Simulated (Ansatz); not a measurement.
# AlBH4S2: small, medium and large basis sets

The task here is to estimate one member of a computed series from the others.

The runs use Ansatz 0.2.0, Gaussian basis; one geometry, several basis sets.

Plan: PBE0-D4/def2-SVP; ωB97M-V/def2-SVP; PBE0-D4/def2-QZVPP; ωB97M-V/def2-QZVPP; the functionals' def2-TZVPP values are taken from earlier runs.

## Structure used throughout

All runs share one geometry, relaxed beforehand with PBE0-D4 in a triple-zeta def2 set.

SMILES `[AlH2][S]BS`, 8 atoms, charge 0, spin multiplicity 1.

Atoms are counted from 1 here; the program's logs count them from 0.

Bond lengths: Al1–S2 2.190 Å, Al1–H5 1.583 Å, Al1–H6 1.577 Å, S2–B3 1.809 Å, B3–S4 1.780 Å, B3–H7 1.193 Å, S4–H8 1.347 Å. Angles: S2–Al1–H5 121.7°, S2–Al1–H6 115.3°, H5–Al1–H6 123.0°, Al1–S2–B3 108.6°, S2–B3–S4 131.5°, S2–B3–H7 114.9°, S4–B3–H7 113.7°, B3–S4–H8 99.9°.

As a file:

```
Al   -0.77772    1.51646   -0.08716
S     1.24913    0.81071    0.34786
B     1.27203   -0.99342    0.22307
S    -0.01095   -2.16397   -0.16502
H    -1.95015    0.51365   -0.44103
H    -0.97576    3.07926   -0.02166
H     2.33151   -1.49807    0.43778
H    -1.04599   -1.32183   -0.34965
```

Set-up of the first run:

in.yaml reads:

```yaml
crystal:
  periodic: [false, false, false]
  atoms:
    - {symbol: Al, position_ang: [-0.777723, 1.516463, -0.087159]}
    - {symbol: S, position_ang: [1.249129, 0.810710, 0.347856]}
    - {symbol: B, position_ang: [1.272028, -0.993416, 0.223067]}
    - {symbol: S, position_ang: [-0.010954, -2.163968, -0.165017]}
    - {symbol: H, position_ang: [-1.950147, 0.513653, -0.441027]}
    - {symbol: H, position_ang: [-0.975758, 3.079259, -0.021657]}
    - {symbol: H, position_ang: [2.331514, -1.498073, 0.437785]}
    - {symbol: H, position_ang: [-1.045988, -1.321829, -0.349648]}
basis:
  gaussian: {orbitals: def2-SVP}
hamiltonian: {xc: pbe0, dispersion: d4}
output: {orbitals: {seedname: orbitals}}
```

Launch:

```console
$ ansatz run in.yaml --threads 2 --pin off --events-out ev --progress --plain --max-ram 4352MiB
```

Steps of the session up to this table: PBE0-D4 in def2-SVP; ωB97M-V in def2-SVP; PBE0-D4 in def2-QZVPP; ωB97M-V in def2-QZVPP.

One of the session's tables, all rows but one given; the rest of the session is left out.

It belongs to the step «Density functionals: the series». 

| functional | basis | HOMO (eV) | LUMO (eV) |
| --- | --- | --- | --- |
| PBE0-D4 | def2-SVP | -7.67 | -2.00 |
| PBE0-D4 | def2-TZVPP | -7.72 | -2.02 |
| PBE0-D4 | def2-QZVPP | -7.73 | -2.05 |
| ωB97M-V | def2-SVP | -9.69 | -0.23 |
| ωB97M-V | def2-TZVPP | ? | ? |
| ωB97M-V | def2-QZVPP | -9.81 | -0.43 |

**Question.** Estimate the row for ωB97M-V, def2-TZVPP.

As computed: HOMO (eV): -9.79; LUMO (eV): -0.33. In the column «HOMO (eV)» it lies between ωB97M-V, def2-QZVPP (-9.81) and ωB97M-V, def2-SVP (-9.69).
